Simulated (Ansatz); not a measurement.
# CHF5Si: one species, many methods

An exercise on one series of results from a longer session: the logs are not shown, and one member is left open.

Program: Ansatz 0.2.0, Gaussian basis. Level of theory: functionals in def2-TZVPP, the program's frozen cores in correlated methods. These are calculated values, not measurements.

Levels to be run: LDA (SPW92), PBE-D4, revPBE-D4, BLYP-D4, r2SCAN-D4, B97M-V, PBE0-D4, B3LYP-D4, r2SCANh-D4, r2SCAN0-D4, HSE06-D4, BHLYP-D4, CAM-B3LYP-D4, LC-ωPBE, ωB97X-V, ωB97M-V, B2PLYP, PBE-QIDH; CCSD(T)/def2-SVP; CCSD(T)/def2-TZVPP; MP2/def2-QZVPP; extrapolation to the limit; RPA on PBE.

**Structure used throughout**

The geometry comes from an earlier relaxation with PBE0-D4 in a triple-zeta def2 set; it is a stationary point, not always the lowest conformer.

SMILES `F[SiH](F)C(F)(F)F`, 8 atoms, charge 0, spin multiplicity 1.

Atoms are counted from 1 here; the program's logs count them from 0.

Bond lengths: F1–Si2 1.577 Å, Si2–F3 1.577 Å, Si2–C4 1.923 Å, Si2–H8 1.469 Å, C4–F5 1.339 Å, C4–F6 1.344 Å, C4–F7 1.344 Å. Angles: F1–Si2–F3 109.1°, F1–Si2–C4 107.4°, F1–Si2–H8 110.5°, F3–Si2–C4 107.4°, F3–Si2–H8 110.5°, C4–Si2–H8 111.8°, Si2–C4–F5 112.8°, Si2–C4–F6 110.8°, Si2–C4–F7 110.8°, F5–C4–F6 107.5°, F5–C4–F7 107.5°, F6–C4–F7 107.2°.

Set-up of the first run:

The input, in.yaml:

```yaml
crystal:
  periodic: [false, false, false]
  atoms:
    - {symbol: F, position_ang: [1.215745, -0.544560, 1.587039]}
    - {symbol: Si, position_ang: [0.202909, -0.846907, 0.417017]}
    - {symbol: F, position_ang: [0.914743, -1.749043, -0.662632]}
    - {symbol: C, position_ang: [-0.219203, 0.829738, -0.424167]}
    - {symbol: F, position_ang: [0.862413, 1.455900, -0.903564]}
    - {symbol: F, position_ang: [-0.816515, 1.663350, 0.444698]}
    - {symbol: F, position_ang: [-1.069143, 0.649373, -1.449678]}
    - {symbol: H, position_ang: [-0.998849, -1.514949, 0.935486]}
basis:
  gaussian: {orbitals: def2-TZVPP}
hamiltonian: {xc: lda}
output: {orbitals: {seedname: orbitals}}
```

Started as:

```bash
$ ansatz run in.yaml --threads 4 --pin off --events-out ev --progress --plain --max-ram 10444MiB
```

Among the steps run: LDA; PBE-D4 (GGA); revPBE-D4 (GGA); BLYP-D4 (GGA); r2SCAN-D4 (meta-GGA); B97M-V (meta-GGA); B3LYP-D4 (hybrid); r2SCANh-D4 (hybrid); r2SCAN0-D4 (hybrid); HSE06-D4 (hybrid); BHLYP-D4 (hybrid); CAM-B3LYP-D4 (range-separated); LC-ωPBE (range-separated); ωB97X-V (range-separated); ωB97M-V (range-separated); B2PLYP (double hybrid); PBE-QIDH (double hybrid).

One table of the session follows, with a row left open; its other results are not shown here.

It belongs to the step «Orbital energies across the functionals». 

```
  functional  HOMO (eV)  gap (eV)
 LDA (SPW92)      -8.46      7.17
      PBE-D4          ?         ?
   revPBE-D4      -8.18      7.42
     BLYP-D4      -8.24      7.42
   r2SCAN-D4      -8.66      8.13
      B97M-V      -8.76      8.06
     PBE0-D4      -9.93      9.93
    B3LYP-D4      -9.74      9.47
  r2SCANh-D4      -9.28      9.06
  r2SCAN0-D4     -10.20     10.44
    HSE06-D4      -9.52      9.14
    BHLYP-D4     -11.60     12.46
CAM-B3LYP-D4     -11.46     12.43
     LC-ωPBE     -12.69     14.96
     ωB97X-V     -12.37     14.50
     ωB97M-V     -12.23     14.01
```

Q: Estimate the row for PBE-D4 from the others.

**Answer.** HOMO (eV): -8.27; gap (eV): 7.34. In the column «HOMO (eV)» it lies between LDA (SPW92) (-8.46) and BLYP-D4 (-8.24).
